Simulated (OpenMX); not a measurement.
The system is HPbNO4.

```
H Pb N O
1.0
     3.85404    0.14384    0.09012
    -0.25320    5.52698    0.16471
    -0.48197   -1.92720    5.72025
H Pb N O
1 1 1 4
Direct
  0.10913 0.65718 0.54463
  0.61029 0.52127 0.15100
  0.91580 0.96263 0.95867
  0.01384 0.13639 0.88084
  0.72398 0.01057 0.12858
  0.00389 0.73732 0.87043
  0.11927 0.59324 0.37651
```

The cell was built by a generator and needn't be a form met in nature.

Program: OpenMX 3.8.5. Alike in all runs: task band structure; no spin polarisation; cell as given; smearing fermi-dirac 0.05 eV.

Order these runs on this cell by their pressure, lowest first.
A. level PBE; potentials or basis OpenMX 2013 PBE set, H5.0-s2, Pb8.0-s3p2d2, N6.0-s2p2, O6.0-s2p2, grid cutoff 500 Ry; k mesh 7 × 5 × 5
B. level PBE; potentials or basis OpenMX 2013 PBE set, H6.0-s2p1, Pb8.0-s3p2d2f1, N6.0-s2p2d1, O6.0-s2p2d1, grid cutoff 500 Ry; k mesh 5 × 5 × 5
C. level LDA; potentials or basis OpenMX 2013 LDA set, H6.0-s2p1, Pb8.0-s3p2d2f1, N6.0-s2p2d1, O6.0-s2p2d1, grid cutoff 500 Ry; k mesh 7 × 5 × 5

C (-2.5 GPa), B (1.8 GPa), A (9.5 GPa).

Caveats: the basis of atomic orbitals isn't converged, which shifts pressures, moduli and gaps.

Not every run made on this cell is shown here.
